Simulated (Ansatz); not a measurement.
Born–Oppenheimer molecular dynamics of a periodic cell of 16 atoms, Li (start crystal Li, start structure bcc, volume 1 times the crystal's). It starts from a structure without forces on its atoms.

Computed with DFT PBE, scalar-relativistic, plane waves, PAW (Ansatz 0.2.0). Settings: cutoff 420 eV, k mesh 2x2x2, fermi-dirac smearing 0.11 eV, no spin polarisation.

* ensemble: NVT, Langevin thermostat
* time step: 1 fs
* steps asked: 250
* set temperature: 1300 K
* friction: 0.02 /fs
* seed: 631806

First frame:

```xyz
16
Lattice="6.9800 0.0000 0.0000 0.0000 6.9800 0.0000 0.0000 0.0000 6.9800" Properties=species:S:1:pos:R:3
Li 0.000 0.000 0.000
Li 3.490 0.000 0.000
Li 0.000 3.490 0.000
Li 0.000 0.000 3.490
Li 1.745 1.745 1.745
Li 3.490 3.490 0.000
Li 3.490 0.000 3.490
Li 5.235 1.745 1.745
Li 0.000 3.490 3.490
Li 1.745 5.235 1.745
Li 1.745 1.745 5.235
Li 3.490 3.490 3.490
Li 5.235 5.235 1.745
Li 5.235 1.745 5.235
Li 1.745 5.235 5.235
Li 5.235 5.235 5.235
```

Problem. What does the run give?

Solution. All steps were run.

```json
{
 "steps done": "250",
 "time covered": "250 fs",
 "mean temperature over the second half": "1111 K",
 "spread of the potential energy over the second half": "17.8 meV per atom",
 "mean potential energy of the second half above the start": "182.3 meV per atom"
}
```

The mean temperature of the second half is 15 % below the set value. A run of 0.25 ps of so small a system gives no equilibrium averages. Limits of this set-up: coarse k mesh.

Problem. What happens to the structure?

Solution. Mean squared displacements from the first frame to the last, about the centre of mass: Li 0.82 Å². Another seed would give other details.

Problem. How do temperature and energy run in time?

Solution. 
```csv
time (fs),T (K),potential energy less start (eV)
0.0,1219,0.000
20.0,765,0.984
40.0,671,1.602
60.0,948,1.878
80.0,1049,2.472
100.0,1505,2.638
120.0,1271,3.245
140.0,1119,2.854
160.0,1034,2.903
180.0,1273,2.394
200.0,1000,3.345
220.0,1110,2.658
240.0,827,3.458
```

Run time: 8.8 min on 1 thread of Intel(R) Xeon(R) Platinum 8488C (Sapphire Rapids) (shared host), peak memory 0.56 GiB.
